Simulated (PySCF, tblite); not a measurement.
# MoCl2O2: geometry, vibrations, single-point energies

Aim: compute the geometry, vibrations, single-point energies of MoCl2O2 (`[O]=[Mo](=[O])([Cl])[Cl]`).

Programs: tblite 0.8.0 and PySCF 2.14.0, with routines of our own; each step states its level. All values are computed. Atoms count from 0.

3 further runs of the same task are left out: 3 for a known fault of the program.

## Step 1: The starting structure

5 atoms, charge 0, multiplicity 1; geometry from: start built from the parent or by distance geometry.

## Step 2: Geometry optimisation with GFN2-xTB

What the job is given:

```
{"job": {"kind": "relax", "xc": "GFN2-xTB", "basis": "xTB"}, "charge": 0, "multiplicity": 1}
Mo     0.152300    -0.006700     0.089200
O      0.024000    -0.006500     1.703100
O      1.652000     0.000900    -0.555200
Cl    -0.909200     1.750100    -0.636700
Cl    -0.901900    -1.732100    -0.634900
```

On the command line:

```
$ OMP_NUM_THREADS=1 python redox_run.py task.json out
```

The driver reads the jobs from task.json and runs them one after another.

Output:

```text
step      E/eV     max force
  0    -528.47283    0.871
  1    -528.48147    0.424
  2    -528.48343    0.154
  3    -528.48439    0.116
  4    -528.48480    0.051
  5    -528.48493    0.051
  6    -528.48520    0.070
  7    -528.48536    0.057
  8    -528.48547    0.037
  9    -528.48553    0.025
 10    -528.48555    0.015
 11    -528.48555    0.005
```

Run time: 0.06 s. Hardware: 1 thread of Intel Xeon Platinum 8488C, shared host.

Step by step:

```csv
step,energy from step 0 (eV),largest force (eV/Å)
0,0.0000,0.8710
1,-0.0086,0.4243
2,-0.0106,0.1538
3,-0.0116,0.1164
4,-0.0120,0.0512
5,-0.0121,0.0512
6,-0.0124,0.0697
7,-0.0125,0.0568
8,-0.0126,0.0372
9,-0.0127,0.0247
10,-0.0127,0.0146
11,-0.0127,0.0049
```

Distances of close pairs at the start and the end, largest changes first:

```csv
bond,before (Å),after (Å),change (Å)
Mo0–Cl3,2.177,2.146,-0.031
Mo0–O1,1.619,1.635,+0.016
Mo0–O2,1.632,1.635,+0.003
Mo0–Cl4,2.148,2.146,-0.002
```

The end geometry stands in the next job.

## Step 3: Vibrational analysis with GFN2-xTB

What the job is given:

```
{"job": {"kind": "ir", "xc": "GFN2-xTB", "basis": "xTB"}, "charge": 0, "multiplicity": 1}
Mo     0.138484     0.000712     0.088469
O      0.030222    -0.002554     1.719734
O      1.639600     0.002297    -0.559427
Cl    -0.894861     1.735290    -0.638205
Cl    -0.896201    -1.730040    -0.644951
```

Output:

```text
mode    cm-1     km/mol
  1     121.8      0.01
  2     170.1      3.70
  3     177.2      0.00
  4     195.4     72.14
  5     244.4     32.25
  6     352.3     12.69
  7     360.7     74.66
  8     904.2     58.98
  9     976.9     51.74
ZPE 20.952  H(298)-E 40.751  G(298)-E -62.405 kJ/mol  S 345.99 J/(mol K)
```

Run time: 0.17 s. Hardware: 1 thread of Intel Xeon Platinum 8488C, shared host.

Which atoms move in the most intense modes:

```csv
cm⁻¹,km/mol,atoms
170,3.7,"Mo0 27 %, O1 22 %, O2 22 %, Cl4 15 %"
195,72.1,"O2 36 %, O1 35 %, Mo0 16 %"
244,32.2,"O2 43 %, O1 42 %"
352,12.7,"Cl3 39 %, Cl4 38 %, Mo0 20 %"
361,74.7,"Cl4 35 %, Cl3 33 %, Mo0 32 %"
904,59.0,"O2 46 %, O1 46 %"
977,51.7,"O1 41 %, O2 40 %, Mo0 19 %"
```

## Step 4: Optimising the geometry at PBE-D3(BJ)/def2-SVP

What the job is given:

```
{"job": {"xc": "PBE", "basis": "def2-SVP", "d3": "d3bj", "grid": 1, "kind": "geom"}, "charge": 0, "multiplicity": 1}
Mo     0.138484     0.000712     0.088469
O      0.030222    -0.002554     1.719734
O      1.639600     0.002297    -0.559427
Cl    -0.894861     1.735290    -0.638205
Cl    -0.896201    -1.730040    -0.644951
```

Output:

```text
step   0  E = -1138.35178341  max force = 0.080525
step   1  E = -1138.37508973  max force = 0.018834
step   2  E = -1138.37635246  max force = 0.004419
step   3  E = -1138.37640888  max force = 0.001380
step   4  E = -1138.37643197  max force = 0.000892
step   5  E = -1138.37644513  max force = 0.000762
step   6  E = -1138.37645777  max force = 0.001142
step   7  E = -1138.37647532  max force = 0.000981
step   8  E = -1138.37648473  max force = 0.000696
step   9  E = -1138.37648586  max force = 0.000510
step  10  E = -1138.37648368  max force = 0.000445
step  11  E = -1138.37648240  max force = 0.000425
step  12  E = -1138.37648197  max force = 0.000418
step  13  E = -1138.37648174  max force = 0.000417
step  14  E = -1138.37648157  max force = 0.000414
step  15  E = -1138.37648139  max force = 0.000412
step  16  E = -1138.37648121  max force = 0.000410
step  17  E = -1138.37648103  max force = 0.000408
step  18  E = -1138.37648085  max force = 0.000406
step  19  E = -1138.37648066  max force = 0.000404
step  20  E = -1138.37648047  max force = 0.000404
step  21  E = -1138.37648028  max force = 0.000401
step  22  E = -1138.37648008  max force = 0.000400
step  23  E = -1138.37647988  max force = 0.000398
step  24  E = -1138.37647968  max force = 0.000397
step  25  E = -1138.37647948  max force = 0.000395
step  26  E = -1138.37647927  max force = 0.000393
step  27  E = -1138.37647906  max force = 0.000391
step  28  E = -1138.37647885  max force = 0.000391
step  29  E = -1138.37647863  max force = 0.000389
step  30  E = -1138.37647841  max force = 0.000388
step  31  E = -1138.37647819  max force = 0.000386
step  32  E = -1138.37647797  max force = 0.000386
step  33  E = -1138.37647774  max force = 0.000383
step  34  E = -1138.37647751  max force = 0.000383
step  35  E = -1138.37647728  max force = 0.000381
step  36  E = -1138.37647704  max force = 0.000381
step  37  E = -1138.37647680  max force = 0.000379
step  38  E = -1138.37647656  max force = 0.000378
step  39  E = -1138.37647632  max force = 0.000376
step  40  E = -1138.37647607  max force = 0.000376
step  41  E = -1138.37647582  max force = 0.000374
optimisation converged
```

It took 2.8 min on 1 thread of Intel Xeon Platinum 8488C, shared host; peak memory 0.39 GiB.

The steps of the relaxation: (not every step is listed)

```csv
step,energy from step 0 (eV),largest force component (eV/Å)
0,0.0000,4.1408
1,-0.6342,0.9685
2,-0.6686,0.2272
3,-0.6701,0.0710
4,-0.6707,0.0459
5,-0.6711,0.0392
6,-0.6714,0.0587
7,-0.6719,0.0504
8,-0.6722,0.0358
10,-0.6721,0.0229
12,-0.6721,0.0215
14,-0.6721,0.0213
16,-0.6721,0.0211
18,-0.6721,0.0209
20,-0.6720,0.0208
22,-0.6720,0.0206
24,-0.6720,0.0204
26,-0.6720,0.0202
28,-0.6720,0.0201
30,-0.6720,0.0200
32,-0.6720,0.0198
34,-0.6720,0.0197
36,-0.6719,0.0196
37,-0.6719,0.0195
38,-0.6719,0.0194
39,-0.6719,0.0193
40,-0.6719,0.0193
41,-0.6719,0.0192
```

Close pairs (by a distance rule), those that changed most:

```csv
bond,before (Å),after (Å),change (Å)
Mo0–Cl3,2.146,2.269,+0.123
Mo0–Cl4,2.146,2.267,+0.122
Mo0–O1,1.635,1.688,+0.053
Mo0–O2,1.635,1.687,+0.052
```

The final coordinates are the input of the step that follows.

| at the end point | value |
| --- | --- |
| point group (found at 0.08 Å tolerance) | C2v |
| rotational constants (GHz, main isotopes) | 2.663, 1.668, 1.345 |
| dipole moment (D) | 1.22 |

## Step 5: Single point (MoCl2O2): B3LYP-D3(BJ)/ma-def2-SVP

Geometry: PBE-D3(BJ)/def2-SVP.

What the job is given:

```
{"job": {"kind": "sp", "xc": "B3LYP", "basis": "ma-def2-SVP", "d3": "d3bj", "grid": 2}, "charge": 0, "multiplicity": 1}
Mo     0.083535     0.000689     0.067850
O     -0.023060    -0.018330     1.752173
O      1.727777    -0.001811    -0.309760
Cl    -0.881130     1.882674    -0.753282
Cl    -0.891584    -1.856798    -0.792446
```

Output:

```text
coarse grid: 31168 points
cycle   1  E = -1138.4473615848  dE = -7.164e+00  |g| = 1.498e+00  |ddm| = 3.908e+00
cycle   2  E = -1130.0870336188  dE =  8.360e+00  |g| = 5.738e+00  |ddm| = 4.953e+00
cycle   3  E = -1138.8610130594  dE = -8.774e+00  |g| = 4.048e-01  |ddm| = 4.476e+00
cycle   4  E = -1138.8972765361  dE = -3.626e-02  |g| = 1.567e-01  |ddm| = 7.506e-01
cycle   5  E = -1138.9015240025  dE = -4.247e-03  |g| = 7.877e-02  |ddm| = 2.769e-01
cycle   6  E = -1138.9033434824  dE = -1.819e-03  |g| = 1.574e-02  |ddm| = 9.761e-02
cycle   7  E = -1138.9032924248  dE =  5.106e-05  |g| = 2.277e-02  |ddm| = 2.707e-02
cycle   8  E = -1138.9033977930  dE = -1.054e-04  |g| = 1.671e-03  |ddm| = 1.613e-02
cycle   9  E = -1138.9033984063  dE = -6.132e-07  |g| = 3.712e-04  |ddm| = 2.486e-03
final grid: 60312 points
cycle  10  E = -1138.9034215209  dE =  2.645e-07  |g| = 1.308e-03  |ddm| = 1.516e-03
cycle  11  E = -1138.9034163364  dE =  5.185e-06  |g| = 5.352e-03  |ddm| = 4.811e-03
cycle  12  E = -1138.9034218451  dE = -5.509e-06  |g| = 1.811e-04  |ddm| = 3.772e-03
cycle  13  E = -1138.9034218518  dE = -6.762e-09  |g| = 6.243e-05  |ddm| = 2.713e-04
converged SCF energy = -1138.9034218518
```

It took 3.5 s on 1 thread of Intel Xeon Platinum 8488C, shared host; peak memory 0.5 GiB.

## Step 6: Single point (MoCl2O2+ (doublet)): B3LYP-D3(BJ)/ma-def2-SVP

Geometry: PBE-D3(BJ)/def2-SVP, that of another charge or spin state.

What the job is given:

```
{"job": {"kind": "sp", "xc": "B3LYP", "basis": "ma-def2-SVP", "d3": "d3bj", "grid": 2}, "charge": 1, "multiplicity": 2}
Mo     0.083535     0.000689     0.067850
O     -0.023060    -0.018330     1.752173
O      1.727777    -0.001811    -0.309760
Cl    -0.881130     1.882674    -0.753282
Cl    -0.891584    -1.856798    -0.792446
```

Output:

```text
final grid: 60312 points
cycle   1  E = -1138.4647154709  dE =  1.692e-09  |g| = 6.699e-05  |ddm| = 8.764e-05
converged SCF energy = -1138.4647154709
```

Run time: 1.9 min. Hardware: 1 thread of Intel Xeon Platinum 8488C, shared host; peak memory 0.55 GiB.

## Step 7: Relaxing the molecule with GFN2-xTB

This step treats MoCl₂O₂+ (doublet).

What the job is given:

```
{"job": {"kind": "relax", "xc": "GFN2-xTB", "basis": "xTB"}, "charge": 1, "multiplicity": 2}
Mo     0.099800    -0.005400     0.062600
O     -0.033800    -0.009700     1.729200
O      1.745200    -0.009400    -0.306600
Cl    -0.883600     1.897300    -0.773900
Cl    -0.894800    -1.860600    -0.781100
```

Output:

```text
step      E/eV     max force
  0    -512.31329    1.337
  1    -512.38145    1.151
  2    -512.49312    1.446
  3    -512.54121    0.851
  4    -512.55628    0.238
  5    -512.55850    0.234
  6    -512.56291    0.312
  7    -512.56917    0.321
  8    -512.57297    0.225
  9    -512.57475    0.087
 10    -512.57501    0.051
 11    -512.57510    0.027
 12    -512.57513    0.012
 13    -512.57514    0.011
 14    -512.57515    0.014
 15    -512.57518    0.024
 16    -512.57521    0.025
 17    -512.57522    0.014
 18    -512.57523    0.003
```

Run time: 0.1 s. Hardware: 1 thread of Intel Xeon Platinum 8488C, shared host.

The steps of the relaxation:

```csv
step,energy from step 0 (eV),largest force (eV/Å)
0,0.0000,1.3367
1,-0.0682,1.1512
2,-0.1798,1.4465
3,-0.2279,0.8506
4,-0.2430,0.2381
5,-0.2452,0.2341
6,-0.2496,0.3123
7,-0.2559,0.3206
8,-0.2597,0.2248
9,-0.2615,0.0873
10,-0.2617,0.0506
11,-0.2618,0.0274
12,-0.2618,0.0116
13,-0.2618,0.0112
14,-0.2619,0.0144
15,-0.2619,0.0241
16,-0.2619,0.0255
17,-0.2619,0.0136
18,-0.2619,0.0032
```

Close pairs (by a distance rule), those that changed most:

```
   bond  before (Å)  after (Å)  change (Å)
Mo0–Cl3       2.299      2.136      -0.163
Mo0–Cl4       2.268      2.136      -0.132
 Mo0–O2       1.686      1.651      -0.036
 Mo0–O1       1.672      1.651      -0.021
```

The next job starts from the end point, and lists it.

## Step 8: Harmonic vibrations with GFN2-xTB

What the job is given:

```
{"job": {"kind": "ir", "xc": "GFN2-xTB", "basis": "xTB"}, "charge": 1, "multiplicity": 2}
Mo     0.109436     0.001567     0.074988
O     -0.107564    -0.004866     1.711173
O      1.695696    -0.005609    -0.381143
Cl    -0.822653     1.746978    -0.729664
Cl    -0.842132    -1.725941    -0.745190
```

Output:

```text
mode    cm-1     km/mol
  1     124.3      0.36
  2     147.7      0.77
  3     147.7      0.72
  4     176.5     29.19
  5     181.8     16.36
  6     332.1      0.46
  7     336.7      1.36
  8     832.4      0.12
  9     861.2      3.87
ZPE 18.784  H(298)-E 39.364  G(298)-E -67.437 kJ/mol  S 358.21 J/(mol K)
```

Wall time 0.18 s (1 thread of Intel Xeon Platinum 8488C, shared host).

The strongest bands and the atoms that carry them (share of the mass-weighted mode):

```csv
cm⁻¹,km/mol,atoms
124,0.4,"Cl4 40 %, Cl3 40 %, Mo0 13 %"
148,0.8,"O1 30 %, O2 30 %, Cl3 26 %, Mo0 14 %"
148,0.7,"O1 30 %, O2 30 %, Cl4 26 %, Mo0 14 %"
176,29.2,"O2 35 %, O1 35 %, Mo0 21 %"
182,16.4,"O1 42 %, O2 42 %, Mo0 13 %"
332,0.5,"Cl3 37 %, Cl4 35 %, Mo0 27 %"
337,1.4,"Cl4 42 %, Cl3 40 %, Mo0 17 %"
861,3.9,"O1 41 %, O2 41 %, Mo0 18 %"
```

## Step 9: Geometry optimisation at PBE-D3(BJ)/def2-SVP

This step treats MoCl₂O₂+ (doublet).

What the job is given:

```
{"job": {"xc": "PBE", "basis": "def2-SVP", "d3": "d3bj", "grid": 1, "kind": "geom"}, "charge": 1, "multiplicity": 2}
Mo     0.109436     0.001567     0.074988
O     -0.107564    -0.004866     1.711173
O      1.695696    -0.005609    -0.381143
Cl    -0.822653     1.746978    -0.729664
Cl    -0.842132    -1.725941    -0.745190
```

Output:

```text
step   0  E = -1137.93717890  max force = 0.084952
step   1  E = -1137.95742221  max force = 0.016040
step   2  E = -1137.95880081  max force = 0.005024
step   3  E = -1137.95901361  max force = 0.000746
step   4  E = -1137.95905658  max force = 0.000515
step   5  E = -1137.95911471  max force = 0.000287
step   6  E = -1137.95913723  max force = 0.000825
step   7  E = -1137.95915001  max force = 0.000657
step   8  E = -1137.95916542  max force = 0.000745
step   9  E = -1137.95918592  max force = 0.000626
step  10  E = -1137.95921212  max force = 0.000667
step  11  E = -1137.90493944  max force = 0.126021
step  12  E = -1137.95184384  max force = 0.022461
step  13  E = -1137.95793502  max force = 0.007517
step  14  E = -1137.95899078  max force = 0.001795
step  15  E = -1137.95908187  max force = 0.001308
step  16  E = -1137.95911345  max force = 0.001052
step  17  E = -1137.95911756  max force = 0.000708
step  18  E = -1137.95911937  max force = 0.000387
step  19  E = -1137.95911879  max force = 0.000411
optimisation converged
```

Wall time 3.3 min (1 thread of Intel Xeon Platinum 8488C, shared host); peak memory 0.43 GiB.

Along the way: (the energy doesn't fall at every step)

| step | energy from step 0 (eV) | largest force component (eV/Å) |
| --- | --- | --- |
| 0 | 0.0000 | 4.3684 |
| 1 | -0.5508 | 0.8248 |
| 2 | -0.5884 | 0.2583 |
| 3 | -0.5942 | 0.0384 |
| 4 | -0.5953 | 0.0265 |
| 5 | -0.5969 | 0.0148 |
| 6 | -0.5975 | 0.0424 |
| 7 | -0.5979 | 0.0338 |
| 8 | -0.5983 | 0.0383 |
| 9 | -0.5988 | 0.0322 |
| 10 | -0.5996 | 0.0343 |
| 11 | 0.8773 | 6.4803 |
| 12 | -0.3991 | 1.1550 |
| 13 | -0.5648 | 0.3865 |
| 14 | -0.5935 | 0.0923 |
| 15 | -0.5960 | 0.0673 |
| 16 | -0.5969 | 0.0541 |
| 17 | -0.5970 | 0.0364 |
| 18 | -0.5970 | 0.0199 |
| 19 | -0.5970 | 0.0211 |

Close pairs (by a distance rule), those that changed most:

| bond | before (Å) | after (Å) | change (Å) |
| --- | --- | --- | --- |
| Mo0–Cl4 | 2.136 | 2.234 | +0.098 |
| Mo0–Cl3 | 2.136 | 2.233 | +0.096 |
| Mo0–O2 | 1.651 | 1.717 | +0.067 |
| Mo0–O1 | 1.651 | 1.717 | +0.067 |

The final coordinates are the input of the step that follows.

| at the end point | value |
| --- | --- |
| point group (found at 0.08 Å tolerance) | C2v |
| rotational constants (GHz, main isotopes) | 2.708, 1.684, 1.353 |
| ⟨S²⟩ | 0.765 |

## Step 10: Single point (MoCl2O2): B3LYP-D3(BJ)/ma-def2-SVP

Geometry: PBE-D3(BJ)/def2-SVP, that of another charge or spin state.

What the job is given:

```
{"job": {"kind": "sp", "xc": "B3LYP", "basis": "ma-def2-SVP", "d3": "d3bj", "grid": 2}, "charge": 0, "multiplicity": 1}
Mo    -0.031923     0.026101    -0.047404
O     -1.464180     0.831779     0.450405
O     -0.127412     0.178691    -1.755426
Cl    -0.104704    -2.126832     0.538954
Cl     1.759847     1.098888     0.745664
```

Output:

```text
coarse grid: 31168 points
cycle   1  E = -1138.4097525190  dE = -7.149e+00  |g| = 1.533e+00  |ddm| = 3.912e+00
cycle   2  E = -1128.8617831445  dE =  9.548e+00  |g| = 5.935e+00  |ddm| = 5.203e+00
cycle   3  E = -1138.8535458966  dE = -9.992e+00  |g| = 4.141e-01  |ddm| = 4.723e+00
cycle   4  E = -1138.8886879109  dE = -3.514e-02  |g| = 1.883e-01  |ddm| = 7.775e-01
cycle   5  E = -1138.8931101682  dE = -4.422e-03  |g| = 1.279e-01  |ddm| = 3.586e-01
cycle   6  E = -1138.8973877795  dE = -4.278e-03  |g| = 3.646e-02  |ddm| = 1.418e-01
cycle   7  E = -1138.8976176878  dE = -2.299e-04  |g| = 1.804e-02  |ddm| = 3.969e-02
cycle   8  E = -1138.8976837087  dE = -6.602e-05  |g| = 1.923e-03  |ddm| = 1.380e-02
cycle   9  E = -1138.8976845431  dE = -8.344e-07  |g| = 4.785e-04  |ddm| = 2.658e-03
final grid: 60312 points
cycle  10  E = -1138.8976077030  dE =  4.809e-07  |g| = 1.710e-03  |ddm| = 1.821e-03
cycle  11  E = -1138.8975984976  dE =  9.205e-06  |g| = 7.106e-03  |ddm| = 5.633e-03
cycle  12  E = -1138.8976082099  dE = -9.712e-06  |g| = 5.506e-04  |ddm| = 4.676e-03
cycle  13  E = -1138.8976082894  dE = -7.956e-08  |g| = 6.771e-05  |ddm| = 7.244e-04
cycle  14  E = -1138.8976082900  dE = -6.203e-10  |g| = 4.981e-05  |ddm| = 8.939e-05
converged SCF energy = -1138.8976082900
```

Run time: 3.7 s. Hardware: 1 thread of Intel Xeon Platinum 8488C, shared host; peak memory 0.5 GiB.

## Step 11: Single point (MoCl₂O₂+ (doublet)): B3LYP-D3(BJ)/ma-def2-SVP

Geometry: PBE-D3(BJ)/def2-SVP.

What the job is given:

```
{"job": {"kind": "sp", "xc": "B3LYP", "basis": "ma-def2-SVP", "d3": "d3bj", "grid": 2}, "charge": 1, "multiplicity": 2}
Mo    -0.031923     0.026101    -0.047404
O     -1.464180     0.831779     0.450405
O     -0.127412     0.178691    -1.755426
Cl    -0.104704    -2.126832     0.538954
Cl     1.759847     1.098888     0.745664
```

Output:

```text
final grid: 60312 points
cycle   1  E = -1138.4700359965  dE =  8.549e-09  |g| = 1.516e-04  |ddm| = 1.467e-04
cycle   2  E = -1138.4700358504  dE =  1.461e-07  |g| = 6.056e-04  |ddm| = 5.377e-04
cycle   3  E = -1138.4700360059  dE = -1.555e-07  |g| = 4.204e-05  |ddm| = 4.233e-04
cycle   4  E = -1138.4700360068  dE = -9.068e-10  |g| = 7.733e-06  |ddm| = 4.069e-05
converged SCF energy = -1138.4700360068
```

Wall time 2 min (1 thread of Intel Xeon Platinum 8488C, shared host); peak memory 0.55 GiB.

## Step 12: What came out

```
                                 quantity                 value
strongest single infrared mode (GFN2-xTB)   361 cm⁻¹, 75 km/mol
             zero-point energy (GFN2-xTB)          5.0 kcal/mol
                              point group                   C2v
     rotational constants (main isotopes)  2.66, 1.67, 1.34 GHz
```

What this shows: No mode is imaginary among the 9: a minimum at this level. The strongest single mode, at 361 cm⁻¹, has its largest shares on Cl4, Cl3 and Mo0 (the list is cut at 3 atoms). GFN2-xTB is a fitted tight-binding method: band positions and strengths are rough. Its intensities can rank the bands wrongly. Over 41 steps the energy fell by 0.672 eV; of the close pairs, Mo0–Cl3 changed most, 2.146 to 2.269 Å (PBE/def2-SVP). Steps that list no spin-orbit terms leave them out, which matters at and beside the heavy atoms.
